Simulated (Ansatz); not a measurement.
**CH₅MoNS₂: a ladder of functionals and wavefunction methods**

One table from this session's results is given with a row withheld; the runs are named, their logs left out.

Computed with Ansatz 0.2.0, Gaussian basis. Level: functionals in def2-TZVPP, the program's frozen cores in correlated methods.

The runs, in order: LDA (SPW92), PBE-D4, revPBE-D4, BLYP-D4, r2SCAN-D4, B97M-V, PBE0-D4, B3LYP-D4, r2SCANh-D4, r2SCAN0-D4, HSE06-D4, BHLYP-D4, CAM-B3LYP-D4, LC-ωPBE, ωB97X-V, ωB97M-V, B2PLYP, PBE-QIDH; CCSD(T)/def2-SVP; CCSD(T)/def2-TZVPP; MP2/def2-QZVPP; extrapolation to the limit; RPA on PBE.

## The geometry

All runs share one geometry, relaxed beforehand with PBE0-D4 in a triple-zeta def2 set. Mo takes the def2 core potential; no spin-orbit term is included.

SMILES `[CH3][Mo]([NH2])(=[S])=[S]`, 10 atoms, charge 0, spin multiplicity 1.

Atoms are counted from 1 here; the program's logs count them from 0.

Bond lengths: C1–Mo2 2.098 Å, C1–H6 1.093 Å, C1–H7 1.093 Å, C1–H8 1.092 Å, Mo2–N3 1.904 Å, Mo2–S4 2.100 Å, Mo2–S5 2.100 Å, N3–H9 1.011 Å, N3–H10 1.011 Å. Angles: Mo2–C1–H6 108.9°, Mo2–C1–H7 108.9°, Mo2–C1–H8 109.9°, H6–C1–H7 110.0°, H6–C1–H8 109.5°, H7–C1–H8 109.5°, C1–Mo2–N3 106.5°, C1–Mo2–S4 105.4°, C1–Mo2–S5 105.4°, N3–Mo2–S4 112.6°, N3–Mo2–S5 112.6°, S4–Mo2–S5 113.5°, Mo2–N3–H9 123.4°, Mo2–N3–H10 123.4°, H9–N3–H10 111.4°.

Set-up of the first run:

File in.yaml:

```yaml
crystal:
  periodic: [false, false, false]
  atoms:
    - {symbol: C, position_ang: [-1.434966, -0.556608, -0.044573]}
    - {symbol: Mo, position_ang: [0.333031, 0.482021, -0.487825]}
    - {symbol: N, position_ang: [1.591788, 0.009327, 0.860051]}
    - {symbol: S, position_ang: [0.905861, -0.182155, -2.395998]}
    - {symbol: S, position_ang: [-0.186302, 2.516059, -0.429814]}
    - {symbol: H, position_ang: [-1.785381, -0.254039, 0.945304]}
    - {symbol: H, position_ang: [-1.228580, -1.629661, -0.057123]}
    - {symbol: H, position_ang: [-2.199011, -0.323737, -0.788529]}
    - {symbol: H, position_ang: [1.783657, 0.585378, 1.668214]}
    - {symbol: H, position_ang: [2.303000, -0.697684, 0.733194]}
basis:
  gaussian: {orbitals: def2-TZVPP}
hamiltonian: {xc: lda}
output: {orbitals: {seedname: orbitals}}
```

On the command line:

```
$ ansatz run in.yaml --threads 4 --pin off --events-out ev --progress --plain --max-ram 10444MiB
```

Steps of the session up to this table: LDA; PBE-D4 (GGA); revPBE-D4 (GGA); BLYP-D4 (GGA); r2SCAN-D4 (meta-GGA); B97M-V (meta-GGA); PBE0-D4 (hybrid); B3LYP-D4 (hybrid); r2SCANh-D4 (hybrid); r2SCAN0-D4 (hybrid); HSE06-D4 (hybrid); BHLYP-D4 (hybrid); CAM-B3LYP-D4 (range-separated); LC-ωPBE (range-separated); ωB97X-V (range-separated); ωB97M-V (range-separated); B2PLYP (double hybrid); PBE-QIDH (double hybrid).

One table of the session follows, with a row left open; its other results are not shown here.

It belongs to the step «Frontier levels by functional». 

```
  functional  HOMO (eV)  LUMO (eV)  gap (eV)
 LDA (SPW92)      -6.16      -3.64      2.52
      PBE-D4      -6.03      -3.49      2.53
   revPBE-D4      -5.97      -3.43      2.54
     BLYP-D4      -5.84      -3.34      2.50
   r2SCAN-D4      -6.28      -3.48      2.80
      B97M-V      -6.34      -3.42      2.92
     PBE0-D4      -7.12      -2.81      4.31
    B3LYP-D4      -6.88      -2.96      3.92
  r2SCANh-D4          ?          ?         ?
  r2SCAN0-D4      -7.28      -2.80      4.48
    HSE06-D4      -6.73      -3.18      3.55
    BHLYP-D4      -8.05      -1.94      6.10
CAM-B3LYP-D4      -8.30      -1.77      6.53
     LC-ωPBE      -9.60      -0.81      8.79
     ωB97X-V      -9.27      -0.83      8.44
     ωB97M-V      -9.11      -0.82      8.29
```

**Question.** Estimate the row for r2SCANh-D4.

Worked estimate for «HOMO (eV)». Against the share of exact exchange, r2SCAN-D4 (0, -6.28), r2SCAN0-D4 (0.25, -7.28) give a slope of -4.00 per unit share; at 0.1 the line stands at -6.68.

The run gave: HOMO (eV): -6.68; LUMO (eV): -3.21; gap (eV): 3.47. In «HOMO (eV)» the line misses by 0.00.
